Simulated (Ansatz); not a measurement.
# Ca2Al3O3: the cost of one run

Method: DFT PBE, scalar-relativistic, plane waves, PAW, unless a step names another level, in Ansatz 0.2.0.

### Step 1. The system as given

The structure is tetragonal, space group P4/nmm (No. 129). The conventional cell has a = 3.743 Å, b = 3.743 Å, c = 17.138 Å, α = 90.00°, β = 90.00°, γ = 90.00°. Around Ca (site symmetry 4mm) lie 1 O at 2.26 Å. Ca (site symmetry 4mm) is surrounded by 4 O at 2.39 Å. Al (site symmetry -4m2) is surrounded by 8 Al at 2.65 to 2.71 Å. Al (site symmetry 4mm) is surrounded by 4 Al at 2.71 Å. Al (site symmetry 4mm) is surrounded by 5 O at 1.81 to 1.90 Å. Around O (site symmetry 4mm) lie 1 Al at 1.81 Å and 1 Ca at 2.26 Å. Around O (site symmetry 2mm) lie 2 Al at 1.90 Å and 2 Ca at 2.39 Å.

As a file:

```
Ca Al O
1.0
     3.74296    0.00000    0.00000
     0.00000    3.74296    0.00000
     0.00000    0.00000   17.13751
Ca Al O
4 6 6
Direct
  0.50000 0.00000 0.57276
  0.00000 0.50000 0.23047
  0.00000 0.50000 0.42724
  0.50000 0.00000 0.76953
  0.00000 0.00000 0.00000
  0.00000 0.50000 0.88591
  0.50000 0.50000 0.00000
  0.50000 0.00000 0.11409
  0.50000 0.00000 0.33526
  0.00000 0.50000 0.66474
  0.50000 0.00000 0.44098
  0.50000 0.50000 0.31675
  0.00000 0.00000 0.31675
  0.00000 0.50000 0.55902
  0.50000 0.50000 0.68325
  0.00000 0.00000 0.68325
```

It came out lowest among 26 distinct ends of the trial cells. At a tolerance of 0.05 Å it has space group P4/nmm (No. 129).

### Step 2. Tight relaxation for the response runs, on the response runs' mesh and smearing

Input file input.yaml:

```yaml
crystal:
  lattice:
    - [3.7429593657, 0.0, 0.0]
    - [0.0, 3.7429593657, 0.0]
    - [0.0, 0.0, 17.1375068699]
  atoms:
    - { symbol: Ca, position: [0.5, 0.0, 0.572758709] }
    - { symbol: Ca, position: [0.0, 0.5, 0.2304736534] }
    - { symbol: Ca, position: [0.0, 0.5, 0.427241291] }
    - { symbol: Ca, position: [0.5, 0.0, 0.7695263466] }
    - { symbol: Al, position: [0.0, 0.0, 0.0] }
    - { symbol: Al, position: [0.0, 0.5, 0.8859119125] }
    - { symbol: Al, position: [0.5, 0.5, 0.0] }
    - { symbol: Al, position: [0.5, 0.0, 0.1140880875] }
    - { symbol: Al, position: [0.5, 0.0, 0.3352614795] }
    - { symbol: Al, position: [0.0, 0.5, 0.6647385205] }
    - { symbol: O, position: [0.5, 0.0, 0.4409779428] }
    - { symbol: O, position: [0.5, 0.5, 0.3167467519] }
    - { symbol: O, position: [0.0, 0.0, 0.3167467519] }
    - { symbol: O, position: [0.0, 0.5, 0.5590220572] }
    - { symbol: O, position: [0.5, 0.5, 0.6832532481] }
    - { symbol: O, position: [0.0, 0.0, 0.6832532481] }
basis:
  ecutwfc: 420
kpoints:
  mp_grid: { grid: [8, 8, 2] }
hamiltonian:
  xc: pbe
scf:
  occupations: { method: gaussian, width: 0.1 }
output:
  forces: true
  stress: true
  eigenvalues: true
relax:
  adjacent_minimum: "off"
  f_tol: 0.001
  max_steps: 60
  cell: { stress_tol: 0.01 }
```

Started as:

```sh
$ ansatz run input.yaml --threads 3 --pin off --max-ram 7680MiB --backend cpu --events-out ev --progress --plain --runs-dir out
```

**Question.** How long does this run take on 3 threads of Arm Neoverse V1, shared host, and how much memory does it need?

About 58 s, with a peak of 0.8 GiB.
